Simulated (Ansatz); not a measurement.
# LaC: the cost of one run

Program: Ansatz 0.2.0. Level of theory: DFT r²SCAN, scalar-relativistic, plane waves, PAW. These are calculated values, not measurements.

2 further runs of the same task are left out: 1 that didn't finish, 1 set aside as unsound or not needed.

### 1 Starting point

Symmetry: Fm-3m, No. 225, cubic system. Conventional cell: a = 5.444 Å, b = 5.444 Å, c = 5.444 Å, α = 90.00°, β = 90.00°, γ = 90.00°. La (site symmetry m-3m) has 6 C at 2.72 Å as nearest neighbours. C (site symmetry m-3m) has 6 La at 2.72 Å as nearest neighbours.

Structure file:

```cif
data_structure
_symmetry_space_group_name_H-M 'P 1'
_symmetry_Int_Tables_number 1
_cell_length_a 3.8495
_cell_length_b 3.8495
_cell_length_c 3.8495
_cell_angle_alpha 60.000
_cell_angle_beta 60.000
_cell_angle_gamma 60.000
_cell_volume 40.34
loop_
_atom_site_label
_atom_site_type_symbol
_atom_site_fract_x
_atom_site_fract_y
_atom_site_fract_z
_atom_site_occupancy
La1 La 0.50000 0.50000 0.50000 1
C1 C 0.00000 0.00000 0.00000 1
```

This cell comes from an earlier session at r²SCAN: 20.169 Å³/atom at -0.01 GPa, on a 12×12×12 mesh.

The changes: atom 1 (La) moved 0.02 Å along z; strain e3 = +0.01, atoms carried along; all atoms moved at random (σ = 0.15 Å), cell strained at random (1 %).

### 2 Atom 1 (La) moved 0.02 Å along z

Contents of input.yaml:

```yaml
crystal:
  lattice:
    - [0.0, 2.7220337006, 2.7220337006]
    - [2.7220337006, 0.0, 2.7220337006]
    - [2.7220337006, 2.7220337006, 0.0]
  atoms:
    - { symbol: La, position: [0.5036737238, 0.5036737238, 0.4963262762] }
    - { symbol: C, position: [0.0, 0.0, 0.0] }
basis:
  ecutwfc: 500
  ecutrho_ratio: 4
kpoints:
  mp_grid: { grid: [12, 12, 12] }
hamiltonian:
  xc: r2scan
scf:
  occupations: { method: gaussian, width: 0.05 }
output:
  forces: true
  stress: true
  eigenvalues: true
  write_density: true
  write_potential: true
  elf: true
  volumetric_format: npy
```

The run is started by

```sh
ansatz run input.yaml --threads 2 --pin off --max-ram 2662MiB --backend cpu --events-out ev --progress --plain --runs-dir out
```

Q: Estimate wall time and peak memory on 2 threads of Arm Neoverse V2, shared host.

About 9.8 s, with a peak of 0.53 GiB.
